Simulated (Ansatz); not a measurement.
I need an SCF with some post-processing of Li₃Sc, space group P6_3/mmc. Use the Python package of Ansatz (0.2.0). Use: PBE, PAW, the default cutoff (420 eV here), 5×5×5 k-points, Fermi-Dirac smearing of 0.2 eV.

```yaml
crystal:
  lattice:
    - [6.23146, 0.00000, 0.00000]
    - [-3.11573, 5.39660, 0.00000]
    - [0.00000, 0.00000, 4.93267]
  atoms:
    - { symbol: Li, position: [0.32174, 0.16087, 0.75000] }
    - { symbol: Li, position: [0.83913, 0.16087, 0.75000] }
    - { symbol: Li, position: [0.83913, 0.67826, 0.75000] }
    - { symbol: Li, position: [0.67826, 0.83913, 0.25000] }
    - { symbol: Li, position: [0.16087, 0.83913, 0.25000] }
    - { symbol: Li, position: [0.16087, 0.32174, 0.25000] }
    - { symbol: Sc, position: [0.66667, 0.33333, 0.25000] }
    - { symbol: Sc, position: [0.33333, 0.66667, 0.75000] }
```

The script, `survey_li3sc.py`:
```python
'''One SCF of Li3Sc and its post-processing.'''

from collections import Counter
from pathlib import Path

import ansatz as az
from ase.io.cube import read_cube_data
from ase.units import Bohr
import numpy as np
from pymatgen.core import Structure


def main() -> None:
    crystal = (
        az.Lattice.from_parameters(6.231456, 6.231456, 4.932666, alpha=90.0, beta=90.0, gamma=120.0)
        .atom('Li', (0.3217, 0.1609, 0.75))
        .atom('Li', (0.8391, 0.1609, 0.75))
        .atom('Li', (0.8391, 0.6783, 0.75))
        .atom('Li', (0.6783, 0.8391, 0.25))
        .atom('Li', (0.1609, 0.8391, 0.25))
        .atom('Li', (0.1609, 0.3217, 0.25))
        .atom('Sc', (2 / 3, 1 / 3, 0.25))
        .atom('Sc', (1 / 3, 2 / 3, 0.75))
    )

    job = (
        crystal.calculation()
        .functional('pbe')
        .kpoints(5, 5, 5, center='monkhorst-pack')
        .occupations('fermi_dirac', width=0.2)
        .mixing('msr1', preconditioner='none')
        .compute(density=True, output_files={'volumetric_format': 'cube'}, density_of_states={'energy_step': 0.05, 'method': 'smearing', 'broadening_width': 0.2, 'projected': True})
    )
    out = job.run()
    summary = out.report

    print(f'free energy      {summary["free_energy_ev"]:.5f} eV')
    print(f'per atom         {summary["free_energy_ev"] / len(out.lattice.sites):.5f} eV')
    print(f'SCF iterations   {summary["n_iterations"]}  (converged: {summary["converged"]})')

    # cube files hold the density in electrons per cubic bohr
    folder = Path(out.write_results('cubes'))
    print('\n'.join((folder / 'rho.cube').read_text().splitlines()[: 6 + 6]))
    values, cube_atoms = read_cube_data(str(folder / 'rho.cube'))
    print('electrons from the file:', round(values.mean() * cube_atoms.get_volume() / Bohr ** 3, 3))

    # first and second moments of the projected d states
    dos = out.density_of_states()
    energy = np.asarray(dos.energies_ev) - dos.fermi_ev
    window = (energy > -10) & (energy < 4)
    for index, site in enumerate(out.projected_density_of_states().sites):
        for shell in site.shells:
            if shell.l == 2:
                g = sum(np.sum(part.g_bin_mean_per_ev, axis=0) for part in shell.curves)[window]
                if g.sum() > 1e-6:
                    centre = (g * energy[window]).sum() / g.sum()
                    width = np.sqrt((g * (energy[window] - centre) ** 2).sum() / g.sum())
                    print(f'site {index} {site.species} {shell.label}: centre {centre:.3f} eV, rms width {width:.3f} eV')

    final = Structure(out.lattice.cell_ang, [s.symbol for s in out.lattice.sites], [s.position_frac for s in out.lattice.sites])
    print(final.to(fmt='poscar'))

    # first shell of each atom, within 15 % of its shortest distance
    for index, site in enumerate(final):
        near = final.get_neighbors(site, 4.5)
        edge = 1.15 * min(n.nn_distance for n in near)
        shell = Counter((round(n.nn_distance, 2), n.specie.symbol) for n in near if n.nn_distance < edge)
        print(f'{index:2d} {site.specie.symbol:2s}', ', '.join(f'{count} {symbol} at {d:.2f}' for (d, symbol), count in sorted(shell.items())))


if __name__ == '__main__':
    main()
```

Output of `python survey_li3sc.py`:
```text
DeckWarning: basis.ecutwfc = 420 eV, auto-derived from the records' recommended cutoffs: set by Li (normal level)
free energy      -5498.58533 eV
per atom         -687.32317 eV
SCF iterations   6  (converged: True)
ansatz rho
values in e/bohr^3 (x slowest, z fastest)
    8    0.000000    0.000000    0.000000
   45    0.261683    0.000000    0.000000
   45   -0.130842    0.226624    0.000000
   36    0.000000    0.000000    0.258927
    3    3.000000    2.840899    1.640873    6.991041
    3    3.000000    8.933669    1.640873    6.991041
    3    3.000000    5.887284    6.917367    6.991041
    3    3.000000    3.046974    8.557221    2.330347
    3    3.000000   -3.045796    8.557221    2.330347
    3    3.000000    0.000589    3.280727    2.330347
electrons from the file: 40.0
site 6 Sc 3D: centre 0.784 eV, rms width 0.904 eV
site 7 Sc 3D: centre 0.784 eV, rms width 0.904 eV
Li6 Sc2
1.0
   6.2314559999999997    0.0000000000000000    0.0000000000000000
  -3.1157279999999985    5.3965991985649628    0.0000000000000000
   0.0000000000000003    0.0000000000000005    4.9326660000000002
Li Sc
6 2
direct
   0.3217000000000000    0.1609000000000000    0.7500000000000000 Li
   0.8391000000000000    0.1609000000000000    0.7500000000000000 Li
   0.8391000000000000    0.6783000000000000    0.7500000000000000 Li
   0.6783000000000000    0.8391000000000000    0.2500000000000000 Li
   0.1609000000000000    0.8391000000000000    0.2500000000000000 Li
   0.1609000000000000    0.3217000000000000    0.2500000000000000 Li
   0.6666666666666666    0.3333333333333333    0.2500000000000000 Sc
   0.3333333333333333    0.6666666666666666    0.7500000000000000 Sc

 0 Li 2 Li at 3.01, 4 Li at 3.02, 2 Sc at 3.09, 2 Sc at 3.12, 2 Li at 3.22
 1 Li 2 Li at 3.01, 4 Li at 3.02, 2 Sc at 3.09, 2 Sc at 3.12, 2 Li at 3.22
 2 Li 2 Li at 3.01, 4 Li at 3.02, 2 Sc at 3.09, 2 Sc at 3.12, 2 Li at 3.22
 3 Li 2 Li at 3.01, 4 Li at 3.02, 2 Sc at 3.09, 2 Sc at 3.12, 2 Li at 3.22
 4 Li 2 Li at 3.01, 4 Li at 3.02, 2 Sc at 3.09, 2 Sc at 3.12, 2 Li at 3.22
 5 Li 2 Li at 3.01, 4 Li at 3.02, 2 Sc at 3.09, 2 Sc at 3.12, 2 Li at 3.22
 6 Sc 6 Li at 3.09, 6 Li at 3.12
 7 Sc 6 Li at 3.09, 6 Li at 3.12
```
(Warnings from the package without file and line.)

The settings weren't tested for convergence. For a metal this k-point mesh is coarse: on a finer one energies can move by several to tens of meV an atom and pressures by half a GPa or more, differences at one mesh by less. Projections exist only for the shells that the potentials hold, some of them semicore, and samples at single energies can miss narrow peaks. A Fermi-Dirac width this large means warm electrons, whose thermal share enters the free energy. Densities and potentials on the grid are those of the valence electrons, and inside the cores they hang on the potentials used. This cell is a computed structure, which may not be the phase found in nature. The computed bands are complete only to about 1.8 eV above the Fermi level; beyond that the density of states is undercounted. A band centre counts only the states inside the window taken. Hardware and time: 27 s on 1 thread of Intel(R) Xeon(R) Platinum 8259CL CPU @ 2.50GHz (Skylake/Cascade Lake) (shared host), peak memory 0.56 GiB.

(Lines on the test bed's own set-up are left out of the output.)
